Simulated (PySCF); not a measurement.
# Sb4 (SbSbSbSb tetrahedron): the cost of one run

Computed with PySCF 2.14.0, with density-fitted response routines of our own, on a single molecule in the gas phase. Atoms count from 0, in the outputs and in this text.

### Step 1. Starting geometry

4 atoms, charge 0, multiplicity 1; geometry from: GFN2-xTB. The atoms were then displaced at random by about 0.03 Å, so the start is not that level's minimum.

Bonds of the start (Å): Sb0–Sb1 2.70, Sb0–Sb2 2.68, Sb0–Sb3 2.78, Sb1–Sb2 2.77, Sb1–Sb3 2.84, Sb2–Sb3 2.77.

### Step 2. Geometry optimisation at PBE0-D3(BJ)/def2-SVP

What the job is given:

```
{"job": {"xc": "PBE0", "basis": "def2-SVP", "d3": "d3bj", "grid": 1, "maxiter": 40, "shake": 0.03, "kind": "geom"}, "charge": 0, "multiplicity": 1}
Sb    -1.380520     0.512610    -0.679220
Sb    -0.392830    -1.088220     1.261960
Sb     0.850580     1.296790     0.585510
Sb     1.006050    -0.811620    -1.198720
```

On the command line:

```
OMP_NUM_THREADS=1 python probes_run.py task.json out
```

One launch serves the whole session: the jobs run in the order shown.

**Question.** How long does this first job take on 1 thread of Arm Neoverse V2, shared host, and how much memory does it need?

About 32 s, with a peak of 0.45 GiB.
